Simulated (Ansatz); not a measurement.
# AlN: the cost of one run

Program: Ansatz 0.2.0 through its Python package. Level of theory: DFT r2SCAN, plane waves, PAW. These are calculated values, not measurements.

The COD entry's cell or inner coordinates are ideal or old and differ from later refinements, so a difference from it is no clean test against experiment.

**1. The structure**

Symmetry: P6_3mc, No. 186, hexagonal system. The conventional cell has a = 3.113 Å, b = 3.113 Å, c = 4.981 Å, α = 90.00°, β = 90.00°, γ = 120.00°. Al (site symmetry 3m) has 4 N at 1.89 Å as nearest neighbours. N (site symmetry 3m) is surrounded by 4 Al at 1.89 Å.

No structure file is read: the coordinates are typed or built in the script.

**2. The code**

Input file aln_eos.py:

```python
import ansatz as az
import numpy as np
from scipy.optimize import curve_fit

vectors0 = np.array([
    [3.113, 0.0, 0.0],
    [-1.5565, 2.695937, 0.0],
    [0.0, 0.0, 4.981],
])
sites = [
    ("Al", [1 / 3, 2 / 3, 0.0]),
    ("Al", [2 / 3, 1 / 3, 0.5]),
    ("N", [1 / 3, 2 / 3, 0.38]),
    ("N", [2 / 3, 1 / 3, 0.88]),
]


def build(cell):
    crystal = az.Crystal(lattice=az.Lattice.of(cell))
    for symbol, position in sites:
        crystal = crystal.atom(symbol, position)
    return crystal

def vinet(v, e0, v0, b0, b1):
    eta = (v / v0) ** (1 / 3)
    return e0 + 2 * b0 * v0 / (b1 - 1) ** 2 * (2 - (5 + 3 * b1 * (eta - 1) - 3 * eta) * np.exp(-1.5 * (b1 - 1) * (eta - 1)))


def main() -> None:
    volumes, energies = [], []
    for scale in np.linspace(0.94, 1.06, 7):
        cell = vectors0 * scale ** (1 / 3)
        setup = (
            build(cell).calculation()
            .functional("r2SCAN")
            .occupations(az.OccupationsMethod.FIXED)
            .scf(tolerance=1e-08)
            .basis(600)
            .kpoints(12, 12, 4)
        )
        data = setup.run(threads=1).report
        volumes.append(abs(np.linalg.det(cell)) / len(sites))
        energies.append(data["free_energy_ev"] / len(sites))
        print(f"V = {volumes[-1]:8.4f} A^3/atom  F = {energies[-1]:.5f} eV/atom")

    guess = (min(energies), volumes[int(np.argmin(energies))], 0.5, 4.5)
    (e0, v0, b0, b1), _ = curve_fit(vinet, np.array(volumes), np.array(energies), p0=guess, maxfev=20000)
    print(f"Vinet fit: V0 = {v0:.4f} A^3/atom, B0 = {160.21766 * b0:.1f} GPa, B1 = {b1:.2f}")
    print("largest residual", round(1000 * float(np.abs(vinet(np.array(volumes), e0, v0, b0, b1) - energies).max()), 3), "meV/atom")


if __name__ == "__main__":
    main()
```

**3. The run**

Command:

```
$ python aln_eos.py
```

Q: Estimate wall time and peak memory on 1 thread of Arm Neoverse V1, shared host.

About 58 s, with a peak of 0.56 GiB.
